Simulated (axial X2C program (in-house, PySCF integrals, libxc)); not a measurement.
# Linear HRuH⁻ at several levels

Aim: the two bond lengths and stretching wavenumbers of linear HRuH⁻, with and without spin–orbit coupling, at PBE0, HF, B3LYP, MP2.

The runs use an in-house X2C program for linear molecules on PySCF integrals; all-electron X2C, two-component (2c) or spin-free, H dyall-v3z, Ru dyall-v3z.

All values are calculated.

2 further runs of the same task are left out: 2 set aside as unsound or not needed.

### Step 1. Set-up

task.json

```json
{"zs": [1, 44, 1], "q": -1, "bas": ["dyall-v3z", "dyall-v3z", "dyall-v3z"], "r0": [1.57, 1.57], "symm": 1, "scan": ["PBE0", "HF", "B3LYP"], "levels": ["PBE0", "HF", "BHandHLYP"], "nst": 2}
```

Keys: zs atomic numbers; q charge; bas basis sets; r0 starting distance in Å; symm equal bonds; scan levels of the two-bond scan (MP2 follows by itself at each HF point); levels methods; nst determinants followed.

Started as:

```console
python solin.py task.json out
```

Masses H 1.008, Ru 101.904, H 1.008 u.

### Step 2. Scan at PBE0, 2c

State: Ω = 7/2 (beyond evenly filled blocks: ω = -1/2, ω = 3/2, ω = 5/2). Energies above the lowest point, from the job's result record:

| r(H–Ru) (Å) | r(Ru–H) (Å) | E (meV) |
| --- | --- | --- |
| 1.7053 | 1.7053 | 60.57 |
| 1.7053 | 1.7490 | 33.41 |
| 1.7053 | 1.7927 | 25.00 |
| 1.7490 | 1.7053 | 33.41 |
| 1.7490 | 1.7490 | 9.10 |
| 1.7490 | 1.7927 | 3.33 |
| 1.7490 | 1.8365 | 13.02 |
| 1.7927 | 1.7053 | 25.00 |
| 1.7927 | 1.7490 | 3.33 |
| 1.7927 | 1.7927 | 0.00 |
| 1.8365 | 1.7490 | 13.02 |
| 1.8365 | 1.8365 | 25.96 |

A quadratic surface with cubic terms in each bond gives the minimum at 1.781 and 1.781 Å, force constants 1.36, 1.36 and coupling 0.20 mdyn/Å.

### Step 3. Scan at HF, 2c

State: Ω = 7/2 (beyond evenly filled blocks: ω = -1/2, ω = 3/2, ω = 5/2). Energies above the lowest point, from the job's result record:

| r(H–Ru) (Å) | r(Ru–H) (Å) | E (meV) |
| --- | --- | --- |
| 1.7053 | 1.7053 | 127.33 |
| 1.7053 | 1.7490 | 84.46 |
| 1.7053 | 1.7927 | 60.73 |
| 1.7490 | 1.7053 | 84.46 |
| 1.7490 | 1.7490 | 44.45 |
| 1.7490 | 1.7927 | 23.30 |
| 1.7490 | 1.8365 | 17.98 |
| 1.7927 | 1.7053 | 60.73 |
| 1.7927 | 1.7490 | 23.30 |
| 1.7927 | 1.7927 | 4.49 |
| 1.8365 | 1.7490 | 17.98 |
| 1.8365 | 1.8365 | 0.00 |

A quadratic surface with cubic terms in each bond gives the minimum at 1.820 and 1.820 Å, force constants 1.17, 1.17 and coupling 0.20 mdyn/Å.

### Step 4. Scan at B3LYP, 2c

State: Ω = 7/2 (beyond evenly filled blocks: ω = -1/2, ω = 3/2, ω = 5/2). Energies above the lowest point, from the job's result record:

| r(H–Ru) (Å) | r(Ru–H) (Å) | E (meV) |
| --- | --- | --- |
| 1.7053 | 1.7053 | 69.49 |
| 1.7053 | 1.7490 | 40.04 |
| 1.7053 | 1.7927 | 29.39 |
| 1.7490 | 1.7053 | 40.04 |
| 1.7490 | 1.7490 | 13.49 |
| 1.7490 | 1.7927 | 5.51 |
| 1.7490 | 1.8365 | 13.00 |
| 1.7927 | 1.7053 | 29.39 |
| 1.7927 | 1.7490 | 5.51 |
| 1.7927 | 1.7927 | 0.00 |
| 1.8365 | 1.7490 | 13.00 |
| 1.8365 | 1.8365 | 21.67 |

A quadratic surface with cubic terms in each bond gives the minimum at 1.787 and 1.787 Å, force constants 1.33, 1.33 and coupling 0.21 mdyn/Å.

### Step 5. Comparison

| level | r(H–Ru) (Å) | r(Ru–H) (Å) | lower stretch (cm⁻¹) | upper stretch (cm⁻¹) |
| --- | --- | --- | --- | --- |
| PBE0, 2c | 1.781 | 1.781 | 1406.3 | 1620.8 |
| HF, 2c | 1.820 | 1.820 | 1293.8 | 1517.3 |
| B3LYP, 2c | 1.787 | 1.787 | 1387.0 | 1607.5 |
| MP2, 2c | 1.765 | 1.765 | 1476.1 | 1694.4 |
| PBE0, spin-free | 1.781 | 1.781 | 1408.6 | 1622.3 |
| HF, spin-free | 1.819 | 1.819 | 1297.1 | 1519.4 |
| B3LYP, spin-free | 1.786 | 1.786 | 1389.7 | 1609.2 |
| MP2, spin-free | 1.764 | 1.764 | 1479.7 | 1698.4 |

Scans not shown above were run alike.

What this shows: Over the levels the H–Ru bond spans 1.764 to 1.820 Å and the Ru–H bond 1.764 to 1.820 Å. At PBE0 spin–orbit coupling leaves both bonds unchanged to 0.001 Å. Each state is one determinant, the lowest of a limited PBE0 search; the stretches come from a fit to few points and are good to some per cent at best. The stretches are sorted by size, and where the two bonds are alike the symmetric and antisymmetric modes can swap order between levels. MP2 freezes inner shells (threshold -2 hartree). For an anion the highest level of a functional can be positive, and the basis then holds the extra electron. The molecule was held linear; bending was not examined, so a bent shape may lie lower. Note: functional without a current term on a determinant with orbital currents, of the molecule or an atom. Note: several unpaired electrons, one determinant need not be a pure state.
